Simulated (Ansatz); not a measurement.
**H₄NOSb: one structure at several levels**

An exercise on one series of results from a longer session: the logs are not shown, and one member is left open.

Program: Ansatz 0.2.0, Gaussian basis. Level of theory: single points in def2-TZVPP. These are calculated values, not measurements.

Correlated methods freeze the cores. Filled d shells of the heavier atoms are correlated. Core potentials replace the inner electrons past krypton, and spin-orbit coupling is left out. B3LYP uses VWN-RPA correlation.

## The system as given

SMILES `[NH2][SbH][OH]`, 7 atoms, charge 0, spin multiplicity 1.

Atoms are counted from 1 here; the program's logs count them from 0.

Bond lengths: N1–Sb2 1.974 Å, N1–H4 1.104 Å, N1–H5 1.082 Å, Sb2–O3 1.984 Å, Sb2–H6 1.636 Å, O3–H7 0.954 Å. Angles: Sb2–N1–H4 107.9°, Sb2–N1–H5 115.5°, H4–N1–H5 94.6°, N1–Sb2–O3 93.9°, N1–Sb2–H6 85.9°, O3–Sb2–H6 98.0°, Sb2–O3–H7 110.2°.

Coordinates:

```mol
H4NOSb
  3D, bonds by distance, orders not assigned

  7  6  0  0  0  0  0  0  0  0999 V2000
   -1.0870    0.6406   -0.6309 N   0  0
    0.0152    0.3424    0.9795 Sb  0  0
    0.9454   -1.2359    0.2175 O   0  0
   -0.5490    0.2121   -1.4950 H   0  0
   -1.9469   -0.0081   -0.7340 H   0  0
    1.0019    1.5002    0.3767 H   0  0
    1.5985   -1.5618    0.8313 H   0  0
  1  2  8  0
  1  4  8  0
  1  5  8  0
  2  3  8  0
  2  6  8  0
  3  7  8  0
M  END
```

Set-up of the first run:

run/in.yaml

```yaml
crystal:
  periodic: [false, false, false]
  atoms:
    - {symbol: N, position_ang: [-1.087000, 0.640600, -0.630900]}
    - {symbol: Sb, position_ang: [0.015200, 0.342400, 0.979500]}
    - {symbol: O, position_ang: [0.945400, -1.235900, 0.217500]}
    - {symbol: H, position_ang: [-0.549000, 0.212100, -1.495000]}
    - {symbol: H, position_ang: [-1.946900, -0.008100, -0.734000]}
    - {symbol: H, position_ang: [1.001900, 1.500200, 0.376700]}
    - {symbol: H, position_ang: [1.598500, -1.561800, 0.831300]}
basis:
  gaussian: {orbitals: def2-TZVPP}
correlation: {method: ccsd_t}
output: {forces: true}
```

The command line of these runs was not kept.

Among the steps run: CCSD(T)/def2-TZVPP; PBE0-D4/def2-TZVPP; wB97M-V/def2-TZVPP; r2SCAN-D4/def2-TZVPP; PBE-D4/def2-TZVPP; CAM-B3LYP-D4/def2-TZVPP; B3LYP-D4/def2-TZVPP.

One of the session's tables, all rows but one given; the rest of the session is left out.

```
      method  RMS force component (eV/Å)  angle to CCSD(T) forces (°)  dipole (D)
     CCSD(T)                       1.383                    reference        1.37
     PBE0-D4                       1.437                          2.9        1.31
     wB97M-V                           ?                            ?           ?
   r2SCAN-D4                       1.419                          4.3        1.28
      PBE-D4                       1.394                         13.0        1.25
CAM-B3LYP-D4                       1.445                          3.1        1.45
    B3LYP-D4                       1.465                          6.4        1.42
```

Q: Estimate the row for wB97M-V from the others.

**Answer.** RMS force component (eV/Å): 1.421; angle to CCSD(T) forces (°): 2.2; dipole (D): 1.40. In the column «RMS force component (eV/Å)» it lies between r2SCAN-D4 (1.419) and PBE0-D4 (1.437).
